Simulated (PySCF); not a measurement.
# Cu, Cu⁺: ionisation energy in pcseg-2

Wanted: the ionisation energy of copper, up a ladder of methods.

The numbers are computed with PySCF 2.14.0 (unrestricted determinants in a Gaussian basis, no spin-orbit coupling in the energies), except any that are marked as measured or tabulated.

## Step 1: The atom as given

* Element: copper (Z = 29)
* Basis: pcseg-2 (6s4p3d2f1g, 56 functions)
* Hamiltonian: the non-relativistic Hamiltonian (point nucleus)
* State 1: Cu: [Ar] 3d10 4s1, 2S determinant
* State 2: Cu⁺: [Ar] 3d10, closed-shell 1S
* Methods: UHF, MN15, PBE0, MP2
* Core shells frozen in the correlated runs: valence: [Ar] (for Cu)

Outer shells as boxes (Hund's rule):

Cu [Ar] 3d10 4s1
```
[Ar] core
3d [↑↓][↑↓][↑↓][↑↓][↑↓]
4s [↑ ]
```

Cu+ [Ar] 3d10
```
[Ar] core
3d [↑↓][↑↓][↑↓][↑↓][↑↓]
```

The runs were made by one driver on top of PySCF. The scripts below sum up each run's settings (the driver also hands on starting orbitals that pick excited configurations, and frozen orbitals as a list rather than a count), and the logs come from the driver's own runs. The driver starts from symmetry-adapted Hartree-Fock orbitals, holds the occupation by maximum overlap and uses a logarithmic radial grid for functionals, so a plain start would take other cycles.

It was started by

```sh
$ OMP_NUM_THREADS=1 python atomrun2.py TASK.json OUT
```

The integrals over 56 functions and the set-up took 0.62 s of CPU time.

## Step 2: Cu, method by method

**UHF**

input.py reads:

```python
from pyscf import gto, scf, dft, mp, cc
import basis_set_exchange as bse
mol = gto.M(atom="Cu 0 0 0", charge=0, spin=1, symmetry="D2h",
            basis=gto.basis.parse(bse.get_basis("pcseg-2", elements=["Cu"], fmt="nwchem", header=False)))
mf = scf.UHF(mol)
mf.irrep_nelec = {'Ag': (6, 5), 'B1g': (1, 1), 'B2g': (1, 1), 'B3g': (1, 1), 'B1u': (2, 2), 'B2u': (2, 2), 'B3u': (2, 2)}
mf.kernel()
```

Standard output:

```text
damping factor = 0
level_shift factor = 0
DIIS = <class 'pyscf.scf.diis.CDIIS'>
diis_start_cycle = 1
diis_space = 10
diis_damp = 0
SCF conv_tol = 1e-09
SCF conv_tol_grad = None
number electrons alpha = 15  beta = 14
cycle= 1 E= -1638.93075479627  delta_E= -1.36e-09  |g|= 5.86e-05  |ddm|= 0.000165
cycle= 2 E= -1638.93075479612  delta_E= 1.49e-10  |g|= 7.98e-05  |ddm|= 6.4e-05
cycle= 3 E= -1638.93075479716  delta_E= -1.04e-09  |g|= 4.71e-06  |ddm|= 2.89e-05
cycle= 4 E= -1638.93075479719  delta_E= -3.23e-11  |g|= 4.25e-07  |ddm|= 3.39e-05
converged SCF energy = -1638.93075479719  <S^2> = 0.75184697  2S+1 = 2.0018461
```

Time after the integrals: 0.4 s (1 thread of Neoverse-N1, shared host).

Orbital energies by shell (radii are means over both spins):

| shell | electrons | mean orbital energy (eV) | spread (eV) | rms radius (bohr) |
| --- | --- | --- | --- | --- |
| 1s α | 1 | -8944.1 | 0 | 0.0613 |
| 1s β | 1 | -8944.0 | 0 | 0.0613 |
| 2s β | 1 | -1108.7 | 0 | 0.258 |
| 2s α | 1 | -1108.6 | 0 | 0.258 |
| 2p β | 3 | -967.21 | 0 | 0.230 |
| 2p α | 3 | -967.14 | 0 | 0.230 |
| 3s α | 1 | -136.08 | 0 | 0.778 |
| 3s β | 1 | -136.05 | 0 | 0.778 |
| 3p β | 3 | -90.270 | 0 | 0.825 |
| 3p α | 3 | -90.128 | 0 | 0.825 |
| 3d β | 5 | -13.227 | 0 | 1.15 |
| 3d α | 5 | -13.118 | 0 | 1.15 |
| 4s α | 1 | -6.502 | 0 | 3.48 |

⟨S²⟩ = 0.752, ⟨L²⟩ = 0.00.

**MN15**

input.py differs from the last one in:

```diff
@@ -4,3 +4,3 @@
             basis=gto.basis.parse(bse.get_basis("pcseg-2", elements=["Cu"], fmt="nwchem", header=False)))
-mf = scf.UHF(mol)
+mf = dft.UKS(mol, xc="MN15")
 mf.irrep_nelec = {'Ag': (6, 5), 'B1g': (1, 1), 'B2g': (1, 1), 'B3g': (1, 1), 'B1u': (2, 2), 'B2u': (2, 2), 'B3u': (2, 2)}
```

Standard output:

```text
damping factor = 0
level_shift factor = 0
DIIS = <class 'pyscf.scf.diis.CDIIS'>
diis_start_cycle = 1
diis_space = 10
diis_damp = 0
SCF conv_tol = 1e-09
SCF conv_tol_grad = None
number electrons alpha = 15  beta = 14
XC functionals = MN15
    H. S. Yu, X. He, S. L. Li, and D. G. Truhlar.,  Chem. Sci. 7, 5032-5051 (2016)
    H. S. Yu, X. He, S. L. Li, and D. G. Truhlar.,  Chem. Sci. 7, 5032-5051 (2016)
cycle= 1 E= -1640.82964888323  delta_E= 0.000724  |g|= 0.405  |ddm|= 0.32
cycle= 2 E= -1640.73815274667  delta_E= 0.0915  |g|= 0.837  |ddm|= 0.389
cycle= 3 E= -1640.85575977  delta_E= -0.118  |g|= 0.0106  |ddm|= 0.257
cycle= 4 E= -1640.85577924305  delta_E= -1.95e-05  |g|= 0.00362  |ddm|= 0.00747
cycle= 5 E= -1640.85578173186  delta_E= -2.49e-06  |g|= 0.00035  |ddm|= 0.00266
cycle= 6 E= -1640.85578176296  delta_E= -3.11e-08  |g|= 3.39e-05  |ddm|= 0.000189
cycle= 7 E= -1640.8557817635  delta_E= -5.35e-10  |g|= 5.2e-06  |ddm|= 6.99e-05
converged SCF energy = -1640.8557817635  <S^2> = 0.75025737  2S+1 = 2.0002574
```

It took 2.5 s on 1 thread of Neoverse-N1, shared host, the integrals not counted.

**PBE0**

input.py differs from the last one in:

```diff
@@ -4,3 +4,3 @@
             basis=gto.basis.parse(bse.get_basis("pcseg-2", elements=["Cu"], fmt="nwchem", header=False)))
-mf = dft.UKS(mol, xc="MN15")
+mf = dft.UKS(mol, xc="PBE0")
 mf.irrep_nelec = {'Ag': (6, 5), 'B1g': (1, 1), 'B2g': (1, 1), 'B3g': (1, 1), 'B1u': (2, 2), 'B2u': (2, 2), 'B3u': (2, 2)}
```

Standard output:

```text
damping factor = 0
level_shift factor = 0
DIIS = <class 'pyscf.scf.diis.CDIIS'>
diis_start_cycle = 1
diis_space = 10
diis_damp = 0
SCF conv_tol = 1e-09
SCF conv_tol_grad = None
number electrons alpha = 15  beta = 14
XC functionals = PBE0
    C. Adamo and V. Barone.,  J. Chem. Phys. 110, 6158 (1999)
    M. Ernzerhof and G. E. Scuseria.,  J. Chem. Phys. 110, 5029 (1999)
cycle= 1 E= -1640.26112327702  delta_E= 0.00513  |g|= 0.322  |ddm|= 0.296
cycle= 2 E= -1640.18795024886  delta_E= 0.0732  |g|= 0.716  |ddm|= 0.364
cycle= 3 E= -1640.27925048988  delta_E= -0.0913  |g|= 0.00304  |ddm|= 0.23
cycle= 4 E= -1640.27925189528  delta_E= -1.41e-06  |g|= 0.00382  |ddm|= 0.00406
cycle= 5 E= -1640.2792544977  delta_E= -2.6e-06  |g|= 0.000242  |ddm|= 0.00258
cycle= 6 E= -1640.27925451255  delta_E= -1.48e-08  |g|= 1.34e-05  |ddm|= 0.000141
cycle= 7 E= -1640.27925451265  delta_E= -9.82e-11  |g|= 2.89e-06  |ddm|= 2.34e-05
converged SCF energy = -1640.27925451265  <S^2> = 0.75181351  2S+1 = 2.0018127
```

Time after the integrals: 1.3 s (1 thread of Neoverse-N1, shared host).

**MP2 (valence)**

input.py differs from the last one in:

```diff
@@ -4,4 +4,5 @@
             basis=gto.basis.parse(bse.get_basis("pcseg-2", elements=["Cu"], fmt="nwchem", header=False)))
-mf = dft.UKS(mol, xc="PBE0")
+mf = scf.UHF(mol)
 mf.irrep_nelec = {'Ag': (6, 5), 'B1g': (1, 1), 'B2g': (1, 1), 'B3g': (1, 1), 'B1u': (2, 2), 'B2u': (2, 2), 'B3u': (2, 2)}
 mf.kernel()
+mp.UMP2(mf, frozen=9).kernel()
```

The driver printed no log here.

It took 0.14 s on 1 thread of Neoverse-N1, shared host, the integrals not counted.

With 11 electrons correlated, the MP2 correlation energy is -0.44056 hartree (-0.16458 same spin, -0.27599 opposite spin); the SCS form gives -0.38604. Largest pairs of shells: 3d-3d -0.4178, 3d-4s -0.0228, 4s-4s 0.0000.

Radial density 4πr²ρ of Cu at UHF:

| r (bohr) | density | spin density |
| --- | --- | --- |
| 0.00102 | 0.206 | 0.000 |
| 0.00172 | 0.560 | 0.000 |
| 0.00289 | 1.48 | 0.000 |
| 0.00487 | 3.73 | 0.001 |
| 0.00818 | 8.72 | 0.002 |
| 0.0138 | 17.9 | 0.003 |
| 0.0232 | 29.5 | 0.005 |
| 0.0389 | 34.9 | 0.003 |
| 0.0655 | 29.1 | -0.002 |
| 0.110 | 32.1 | 0.002 |
| 0.185 | 39.2 | -0.001 |
| 0.312 | 20.7 | -0.054 |
| 0.524 | 21.7 | -0.064 |
| 0.882 | 15.8 | -0.054 |
| 1.48 | 3.98 | 0.170 |
| 2.50 | 0.837 | 0.361 |
| 4.20 | 0.208 | 0.188 |
| 7.06 | 0.0107 | 0.011 |

## Step 3: Cu⁺: the ladder of methods

**UHF**

input.py reads:

```python
from pyscf import gto, scf, dft, mp, cc
import basis_set_exchange as bse
mol = gto.M(atom="Cu 0 0 0", charge=1, spin=0, symmetry="D2h",
            basis=gto.basis.parse(bse.get_basis("pcseg-2", elements=["Cu"], fmt="nwchem", header=False)))
mf = scf.UHF(mol)
mf.irrep_nelec = {'Ag': (5, 5), 'B1g': (1, 1), 'B2g': (1, 1), 'B3g': (1, 1), 'B1u': (2, 2), 'B2u': (2, 2), 'B3u': (2, 2)}
mf.kernel()
```

Standard output:

```text
damping factor = 0
level_shift factor = 0
DIIS = <class 'pyscf.scf.diis.CDIIS'>
diis_start_cycle = 1
diis_space = 10
diis_damp = 0
SCF conv_tol = 1e-09
SCF conv_tol_grad = None
number electrons alpha = 14  beta = 14
cycle= 1 E= -1638.69517961659  delta_E= 1.99e-10  |g|= 6.59e-05  |ddm|= 3.72e-05
cycle= 2 E= -1638.69517961622  delta_E= 3.68e-10  |g|= 8.24e-05  |ddm|= 4.21e-05
cycle= 3 E= -1638.69517961731  delta_E= -1.09e-09  |g|= 8.46e-07  |ddm|= 2.32e-05
cycle= 4 E= -1638.69517961731  delta_E= 2.5e-12  |g|= 6.63e-09  |ddm|= 3.09e-07
converged SCF energy = -1638.69517961731  <S^2> = -2.1316282e-14  2S+1 = 1
```

It took 0.33 s on 1 thread of Neoverse-N1, shared host, the integrals not counted.

Orbital energies by shell (radii are means over both spins):

| shell | electrons | mean orbital energy (eV) | spread (eV) | rms radius (bohr) |
| --- | --- | --- | --- | --- |
| 1s | 2 | -8952.7 | 0 | 0.0613 |
| 2s | 2 | -1117.2 | 0 | 0.258 |
| 2p | 6 | -975.77 | 0 | 0.230 |
| 3s | 2 | -144.76 | 0 | 0.779 |
| 3p | 6 | -98.999 | 0 | 0.825 |
| 3d | 10 | -22.016 | 0 | 1.13 |

⟨S²⟩ = 0.000, ⟨L²⟩ = 0.00.

**MN15**

input.py differs from the last one in:

```diff
@@ -4,3 +4,3 @@
             basis=gto.basis.parse(bse.get_basis("pcseg-2", elements=["Cu"], fmt="nwchem", header=False)))
-mf = scf.UHF(mol)
+mf = dft.UKS(mol, xc="MN15")
 mf.irrep_nelec = {'Ag': (5, 5), 'B1g': (1, 1), 'B2g': (1, 1), 'B3g': (1, 1), 'B1u': (2, 2), 'B2u': (2, 2), 'B3u': (2, 2)}
```

Standard output:

```text
damping factor = 0
level_shift factor = 0
DIIS = <class 'pyscf.scf.diis.CDIIS'>
diis_start_cycle = 1
diis_space = 10
diis_damp = 0
SCF conv_tol = 1e-09
SCF conv_tol_grad = None
number electrons alpha = 14  beta = 14
XC functionals = MN15
    H. S. Yu, X. He, S. L. Li, and D. G. Truhlar.,  Chem. Sci. 7, 5032-5051 (2016)
    H. S. Yu, X. He, S. L. Li, and D. G. Truhlar.,  Chem. Sci. 7, 5032-5051 (2016)
cycle= 1 E= -1640.56138688856  delta_E= -0.00319  |g|= 0.319  |ddm|= 0.214
cycle= 2 E= -1640.51655902087  delta_E= 0.0448  |g|= 0.612  |ddm|= 0.256
cycle= 3 E= -1640.57731213949  delta_E= -0.0608  |g|= 0.00255  |ddm|= 0.172
cycle= 4 E= -1640.57731309476  delta_E= -9.55e-07  |g|= 0.00066  |ddm|= 0.000969
cycle= 5 E= -1640.57731316436  delta_E= -6.96e-08  |g|= 3.99e-06  |ddm|= 0.000182
cycle= 6 E= -1640.57731316436  delta_E= -5.68e-12  |g|= 1.41e-06  |ddm|= 4.26e-06
converged SCF energy = -1640.57731316436  <S^2> = -2.1316282e-14  2S+1 = 1
```

Time after the integrals: 2.1 s (1 thread of Neoverse-N1, shared host).

**PBE0**

input.py differs from the last one in:

```diff
@@ -4,3 +4,3 @@
             basis=gto.basis.parse(bse.get_basis("pcseg-2", elements=["Cu"], fmt="nwchem", header=False)))
-mf = dft.UKS(mol, xc="MN15")
+mf = dft.UKS(mol, xc="PBE0")
 mf.irrep_nelec = {'Ag': (5, 5), 'B1g': (1, 1), 'B2g': (1, 1), 'B3g': (1, 1), 'B1u': (2, 2), 'B2u': (2, 2), 'B3u': (2, 2)}
```

Standard output:

```text
damping factor = 0
level_shift factor = 0
DIIS = <class 'pyscf.scf.diis.CDIIS'>
diis_start_cycle = 1
diis_space = 10
diis_damp = 0
SCF conv_tol = 1e-09
SCF conv_tol_grad = None
number electrons alpha = 14  beta = 14
XC functionals = PBE0
    C. Adamo and V. Barone.,  J. Chem. Phys. 110, 6158 (1999)
    M. Ernzerhof and G. E. Scuseria.,  J. Chem. Phys. 110, 5029 (1999)
cycle= 1 E= -1639.9841176227  delta_E= 0.0046  |g|= 0.26  |ddm|= 0.163
cycle= 2 E= -1639.94589368146  delta_E= 0.0382  |g|= 0.538  |ddm|= 0.229
cycle= 3 E= -1639.9956598969  delta_E= -0.0498  |g|= 0.00301  |ddm|= 0.154
cycle= 4 E= -1639.99566195031  delta_E= -2.05e-06  |g|= 0.000784  |ddm|= 0.00146
cycle= 5 E= -1639.99566205312  delta_E= -1.03e-07  |g|= 2.71e-05  |ddm|= 0.000213
cycle= 6 E= -1639.99566205324  delta_E= -1.24e-10  |g|= 2.61e-07  |ddm|= 7.78e-06
converged SCF energy = -1639.99566205324  <S^2> = -1.7763568e-14  2S+1 = 1
```

It took 1.1 s on 1 thread of Neoverse-N1, shared host, the integrals not counted.

**MP2 (valence)**

input.py differs from the last one in:

```diff
@@ -4,4 +4,5 @@
             basis=gto.basis.parse(bse.get_basis("pcseg-2", elements=["Cu"], fmt="nwchem", header=False)))
-mf = dft.UKS(mol, xc="PBE0")
+mf = scf.UHF(mol)
 mf.irrep_nelec = {'Ag': (5, 5), 'B1g': (1, 1), 'B2g': (1, 1), 'B3g': (1, 1), 'B1u': (2, 2), 'B2u': (2, 2), 'B3u': (2, 2)}
 mf.kernel()
+mp.UMP2(mf, frozen=9).kernel()
```

This step left no log, only its results.

Time after the integrals: 0.14 s (1 thread of Neoverse-N1, shared host).

With 10 electrons correlated, the MP2 correlation energy is -0.40777 hartree (-0.15093 same spin, -0.25684 opposite spin); the SCS form gives -0.35852. Largest pairs of shells: 3d-3d -0.4078.

Radial density 4πr²ρ of Cu⁺ at UHF:

| r (bohr) | density |
| --- | --- |
| 0.00102 | 0.206 |
| 0.00172 | 0.560 |
| 0.00289 | 1.48 |
| 0.00487 | 3.73 |
| 0.00818 | 8.71 |
| 0.0138 | 17.9 |
| 0.0232 | 29.5 |
| 0.0389 | 34.9 |
| 0.0655 | 29.1 |
| 0.110 | 32.1 |
| 0.185 | 39.2 |
| 0.312 | 20.7 |
| 0.524 | 21.7 |
| 0.882 | 15.9 |
| 1.48 | 3.85 |
| 2.50 | 0.465 |
| 4.20 | 0.0167 |

## Step 4: Orbital energies side by side

Highest occupied Hartree-Fock shell of each state: Cu 4s α at -6.502 eV; Cu⁺ 3d at -22.016 eV.

## Step 5: Differences of total energies

Ionisation energy: Cu [Ar] 3d10 4s1 (2S) → Cu⁺ [Ar] 3d10 (1S).

| method | value (eV) | less the reference (eV) | CPU time, both states (s) |
| --- | --- | --- | --- |
| UHF | 6.410 | -1.316 | 0.73 |
| MN15 | 7.578 | -0.149 | 4.6 |
| PBE0 | 7.717 | -0.009 | 2.4 |
| MP2 (valence) | 7.303 | -0.424 | 1 |
| SCS-MP2 (valence) | 7.159 | -0.567 | 1 |

Reference: 7.726 eV (measured; NIST levels, between the centres of gravity of the two terms). The calculation is non-relativistic, which matters at this Z. Errors of the correlated levels include the incompleteness of this basis.

Times are CPU seconds on a shared host without the integrals; correlated rows include their Hartree-Fock run, whose time holds the symmetry-adapted start and any spin-orbit constants, while functionals begin from orbitals already made.

## Step 6: Outcome

| quantity | value |
| --- | --- |
| ionisation energy, Cu | UHF 6.410, MP2 (valence) 7.303 eV; reference 7.726 |

**Reading.** The methods span 1.307 eV, from UHF (6.410) to PBE0 (7.717). The reference is uncertain or not like for like (spin-orbit coupling or other relativistic terms), so no ranking of close methods is drawn. The basis is finite, and no extrapolation was made.
